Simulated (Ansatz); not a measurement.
**Si4H8: up Jacob's ladder to CCSD(T)**

One table from this session's results is given with a row withheld; the runs are named, their logs left out.

The runs use Ansatz 0.2.0, Gaussian basis; functionals in def2-TZVPP, the program's frozen cores in correlated methods.

Levels to be run: LDA (SPW92), PBE-D4, revPBE-D4, BLYP-D4, r2SCAN-D4, B97M-V, PBE0-D4, B3LYP-D4, r2SCANh-D4, r2SCAN0-D4, HSE06-D4, BHLYP-D4, CAM-B3LYP-D4, LC-ωPBE, ωB97X-V, ωB97M-V, B2PLYP, PBE-QIDH; CCSD(T)/def2-SVP; CCSD(T)/def2-TZVPP; MP2/def2-QZVPP; extrapolation to the limit; RPA on PBE.

## The relaxed structure

An earlier PBE0-D4 in a triple-zeta def2 set relaxation fixed the geometry.

12 atoms, charge 0, spin multiplicity 1.

Atoms are counted from 1 here; the program's logs count them from 0.

Bond lengths: Si1–Si2 2.364 Å, Si1–Si4 2.364 Å, Si1–H5 1.490 Å, Si1–H6 1.490 Å, Si2–Si3 2.364 Å, Si2–H7 1.489 Å, Si2–H8 1.490 Å, Si3–Si4 2.364 Å, Si3–H9 1.490 Å, Si3–H10 1.490 Å, Si4–H11 1.490 Å, Si4–H12 1.489 Å. Angles: Si2–Si1–Si4 90.0°, Si2–Si1–H5 114.3°, Si2–Si1–H6 114.4°, Si4–Si1–H5 114.3°, Si4–Si1–H6 114.4°, H5–Si1–H6 108.6°, Si1–Si2–Si3 90.0°, Si1–Si2–H7 114.3°, Si1–Si2–H8 114.4°, Si3–Si2–H7 114.3°, Si3–Si2–H8 114.4°, H7–Si2–H8 108.7°, Si2–Si3–Si4 90.0°, Si2–Si3–H9 114.4°, Si2–Si3–H10 114.4°, Si4–Si3–H9 114.4°, Si4–Si3–H10 114.3°, H9–Si3–H10 108.6° and more.

The first run:

Contents of in.yaml:

```yaml
crystal:
  periodic: [false, false, false]
  atoms:
    - {symbol: Si, position_ang: [-0.258230, -1.504336, 0.682691]}
    - {symbol: Si, position_ang: [1.219633, -0.639451, -0.947730]}
    - {symbol: Si, position_ang: [0.260454, 1.505056, -0.680315]}
    - {symbol: Si, position_ang: [-1.221341, 0.638909, 0.945869]}
    - {symbol: H, position_ang: [0.414895, -2.028118, 1.903846]}
    - {symbol: H, position_ang: [-1.197007, -2.542844, 0.173858]}
    - {symbol: H, position_ang: [1.044683, -1.224283, -2.306394]}
    - {symbol: H, position_ang: [2.659851, -0.719872, -0.576251]}
    - {symbol: H, position_ang: [1.201176, 2.539146, -0.166184]}
    - {symbol: H, position_ang: [-0.409133, 2.035056, -1.900774]}
    - {symbol: H, position_ang: [-1.055355, 1.225281, 2.305017]}
    - {symbol: H, position_ang: [-2.659645, 0.715467, 0.566357]}
basis:
  gaussian: {orbitals: def2-TZVPP}
hamiltonian: {xc: lda}
output: {orbitals: {seedname: orbitals}}
```

Steps of the session up to this table: LDA; PBE-D4 (GGA); revPBE-D4 (GGA); BLYP-D4 (GGA); r2SCAN-D4 (meta-GGA); B97M-V (meta-GGA); PBE0-D4 (hybrid); B3LYP-D4 (hybrid); r2SCANh-D4 (hybrid); r2SCAN0-D4 (hybrid); HSE06-D4 (hybrid); BHLYP-D4 (hybrid); CAM-B3LYP-D4 (range-separated); LC-ωPBE-D4 (range-separated; the results give it without D4); ωB97X-V (range-separated); ωB97M-V (range-separated); B2PLYP (double hybrid); PBE-QIDH (double hybrid).

One table of the session follows, with a row left open; its other results are not shown here.

It belongs to the step «Frontier levels by functional». 

| functional | HOMO (eV) | LUMO (eV) | gap (eV) |
| --- | --- | --- | --- |
| LDA (SPW92) | -6.72 | -2.40 | 4.31 |
| PBE-D4 | -6.60 | -2.28 | 4.32 |
| revPBE-D4 | -6.55 | -2.22 | 4.34 |
| BLYP-D4 | -6.40 | -2.05 | 4.34 |
| r2SCAN-D4 | -6.82 | -2.14 | 4.68 |
| B97M-V | -6.91 | -2.31 | 4.60 |
| PBE0-D4 | -7.57 | -1.50 | 6.08 |
| B3LYP-D4 | -7.34 | -1.59 | 5.75 |
| r2SCANh-D4 | -7.18 | -1.86 | 5.32 |
| r2SCAN0-D4 | -7.71 | -1.44 | 6.28 |
| HSE06-D4 | -7.19 | -1.87 | 5.31 |
| BHLYP-D4 | -8.38 | -0.51 | 7.86 |
| CAM-B3LYP-D4 | -8.72 | -0.34 | 8.38 |
| LC-ωPBE | -10.03 | 0.64 | 10.67 |
| ωB97X-V | ? | ? | ? |
| ωB97M-V | -9.47 | 0.29 | 9.77 |

Q: Estimate the row for ωB97X-V from the others.

**Answer.** HOMO (eV): -9.71; LUMO (eV): 0.55; gap (eV): 10.26. In the column «HOMO (eV)» it lies between LC-ωPBE (-10.03) and ωB97M-V (-9.47).
